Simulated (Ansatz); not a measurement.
# C3H7NOSi: the cost of one run

The runs use Ansatz 0.2.0, Gaussian basis; functionals in def2-TZVPP, the program's frozen cores in correlated methods.

Levels to be run: PBE-D4, r2SCAN-D4, PBE0-D4, B3LYP-D4, ωB97X-V, ωB97M-V, B2PLYP; CCSD(T)/def2-TZVPP; MP2/def2-QZVPP; extrapolation to the limit.

### 1 Structure used throughout

The geometry comes from an earlier relaxation with PBE0-D4 in a triple-zeta def2 set; it is a stationary point, not always the lowest conformer.

SMILES `C=C/N=C/O[SiH3]`, 13 atoms, charge 0, spin multiplicity 1.

Atoms are counted from 1 here; the program's logs count them from 0.

Bond lengths: C1–C2 1.329 Å, C1–H7 1.083 Å, C1–H8 1.082 Å, C2–N3 1.388 Å, C2–H9 1.093 Å, N3–C4 1.265 Å, C4–O5 1.327 Å, C4–H10 1.094 Å, O5–Si6 1.693 Å, Si6–H11 1.479 Å, Si6–H12 1.481 Å, Si6–H13 1.479 Å. Angles: C2–C1–H7 120.7°, C2–C1–H8 120.8°, H7–C1–H8 118.6°, C1–C2–N3 122.2°, C1–C2–H9 120.3°, N3–C2–H9 117.5°, C2–N3–C4 118.8°, N3–C4–O5 121.2°, N3–C4–H10 125.4°, O5–C4–H10 113.4°, C4–O5–Si6 117.7°, O5–Si6–H11 110.9°, O5–Si6–H12 102.0°, O5–Si6–H13 111.0°, H11–Si6–H12 110.3°, H11–Si6–H13 111.8°, H12–Si6–H13 110.3°.

### 2 PBE-D4 (GGA)

File in.yaml:

```yaml
crystal:
  periodic: [false, false, false]
  atoms:
    - {symbol: C, position_ang: [-0.047420, -2.416757, 1.089904]}
    - {symbol: C, position_ang: [-0.579305, -1.630648, 0.160141]}
    - {symbol: N, position_ang: [-0.166193, -0.318746, -0.025160]}
    - {symbol: C, position_ang: [-0.717535, 0.371317, -0.930667]}
    - {symbol: O, position_ang: [-0.359335, 1.630715, -1.149134]}
    - {symbol: Si, position_ang: [0.862025, 2.281155, -0.173641]}
    - {symbol: H, position_ang: [0.737046, -2.050302, 1.740845]}
    - {symbol: H, position_ang: [-0.388140, -3.435996, 1.213573]}
    - {symbol: H, position_ang: [-1.370354, -2.007386, -0.493263]}
    - {symbol: H, position_ang: [-1.510146, 0.023185, -1.599891]}
    - {symbol: H, position_ang: [2.134165, 1.550005, -0.361239]}
    - {symbol: H, position_ang: [0.978155, 3.659816, -0.702710]}
    - {symbol: H, position_ang: [0.447539, 2.308943, 1.246040]}
basis:
  gaussian: {orbitals: def2-TZVPP}
hamiltonian: {xc: pbe, dispersion: d4}
output: {forces: true, orbitals: {seedname: orbitals}}
```

Started as:

```
> ansatz run in.yaml --threads 4 --pin off --events-out ev --progress --plain --max-ram 10444MiB
```

**Question.** How long does this run take on 4 threads of Arm Neoverse V1, shared host, and how much memory does it need?

About 3.1 s, with a peak of 0.41 GiB.
